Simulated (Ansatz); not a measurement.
**C2H6ClNSn: a ladder of functionals and wavefunction methods**

The task here is to estimate one member of a computed series from the others.

Program: Ansatz 0.2.0, Gaussian basis. Level of theory: functionals in def2-TZVPP, the program's frozen cores in correlated methods. These are calculated values, not measurements.

The runs, in order: LDA (SPW92), PBE-D4, revPBE-D4, BLYP-D4, r2SCAN-D4, B97M-V, PBE0-D4, B3LYP-D4, r2SCANh-D4, r2SCAN0-D4, HSE06-D4, BHLYP-D4, CAM-B3LYP-D4, LC-ωPBE, ωB97X-V, ωB97M-V, B2PLYP, PBE-QIDH; CCSD(T)/def2-SVP; CCSD(T)/def2-TZVPP; MP2/def2-QZVPP; extrapolation to the limit; RPA on PBE.

1 further run of the same task is left out (for a known fault of the program). Runs told in other sessions of the task aren't counted.

## The geometry

All runs share one geometry, relaxed beforehand with PBE0-D4 in a triple-zeta def2 set. Sn takes the def2 core potential; no spin-orbit term is included.

11 atoms, charge 0, spin multiplicity 1.

Atoms are counted from 1 here; the program's logs count them from 0.

Bond lengths: C1–N2 1.442 Å, C1–H6 1.095 Å, C1–H7 1.099 Å, C1–H8 1.099 Å, N2–C3 1.440 Å, N2–Sn4 2.021 Å, C3–H9 1.090 Å, C3–H10 1.099 Å, C3–H11 1.099 Å, Sn4–Cl5 2.391 Å. Angles: N2–C1–H6 111.0°, N2–C1–H7 111.6°, N2–C1–H8 111.6°, H6–C1–H7 107.6°, H6–C1–H8 107.6°, H7–C1–H8 107.3°, C1–N2–C3 112.8°, C1–N2–Sn4 118.4°, C3–N2–Sn4 128.8°, N2–C3–H9 110.7°, N2–C3–H10 111.0°, N2–C3–H11 111.0°, H9–C3–H10 108.4°, H9–C3–H11 108.4°, H10–C3–H11 107.2°, N2–Sn4–Cl5 96.9°.

Set-up of the first run:

The input, in.yaml:

```yaml
crystal:
  periodic: [false, false, false]
  atoms:
    - {symbol: C, position_ang: [-0.881341, -0.236176, 1.148087]}
    - {symbol: N, position_ang: [-0.278242, 0.143246, -0.105469]}
    - {symbol: C, position_ang: [1.093788, -0.278601, -0.215924]}
    - {symbol: Sn, position_ang: [-1.402070, 1.158547, -1.444126]}
    - {symbol: Cl, position_ang: [0.280559, 1.368138, -3.130131]}
    - {symbol: H, position_ang: [-1.922886, 0.098838, 1.200525]}
    - {symbol: H, position_ang: [-0.347606, 0.203172, 2.002372]}
    - {symbol: H, position_ang: [-0.875729, -1.326517, 1.285302]}
    - {symbol: H, position_ang: [1.514062, 0.025675, -1.174215]}
    - {symbol: H, position_ang: [1.178390, -1.371251, -0.131441]}
    - {symbol: H, position_ang: [1.706278, 0.157929, 0.585620]}
basis:
  gaussian: {orbitals: def2-TZVPP}
hamiltonian: {xc: lda}
output: {orbitals: {seedname: orbitals}}
```

Run with:

```bash
> ansatz run in.yaml --threads 4 --pin off --events-out ev --progress --plain --max-ram 10444MiB
```

Steps of the session up to this table: LDA; PBE-D4 (GGA); revPBE-D4 (GGA); BLYP-D4 (GGA); r2SCAN-D4 (meta-GGA); B97M-V (meta-GGA); PBE0-D4 (hybrid); B3LYP-D4 (hybrid); r2SCANh-D4 (hybrid); r2SCAN0-D4 (hybrid); HSE06-D4 (hybrid); BHLYP-D4 (hybrid); CAM-B3LYP-D4 (range-separated); LC-ωPBE (range-separated); ωB97X-V (range-separated); ωB97M-V (range-separated); B2PLYP (double hybrid); PBE-QIDH (double hybrid).

One of the session's tables, all rows but one given; the rest of the session is left out.

It belongs to the step «Frontier levels by functional». 

| functional | HOMO (eV) | LUMO (eV) | gap (eV) |
| --- | --- | --- | --- |
| LDA (SPW92) | -5.65 | -2.89 | 2.76 |
| PBE-D4 | -5.49 | -2.68 | 2.81 |
| revPBE-D4 | -5.43 | -2.60 | 2.82 |
| BLYP-D4 | -5.37 | -2.60 | 2.77 |
| r2SCAN-D4 | -5.72 | -2.64 | 3.08 |
| B97M-V | -5.74 | -2.66 | 3.08 |
| PBE0-D4 | -6.63 | -2.07 | 4.56 |
| B3LYP-D4 | ? | ? | ? |
| r2SCANh-D4 | -6.15 | -2.40 | 3.74 |
| r2SCAN0-D4 | -6.80 | -2.05 | 4.75 |
| HSE06-D4 | -6.23 | -2.43 | 3.81 |
| BHLYP-D4 | -7.71 | -1.40 | 6.31 |
| CAM-B3LYP-D4 | -7.93 | -1.19 | 6.74 |
| LC-ωPBE | -9.23 | -0.18 | 9.05 |
| ωB97X-V | -8.91 | -0.26 | 8.65 |
| ωB97M-V | -8.83 | -0.41 | 8.42 |

Q: Estimate the row for B3LYP-D4 from the others.

Worked estimate for «HOMO (eV)». Against the share of exact exchange, BLYP-D4 (0, -5.37), BHLYP-D4 (0.5, -7.71) give a slope of -4.68 per unit share; at 0.2 the line stands at -6.31.

The run gave: HOMO (eV): -6.43; LUMO (eV): -2.27; gap (eV): 4.16. In «HOMO (eV)» the line misses by +0.12.
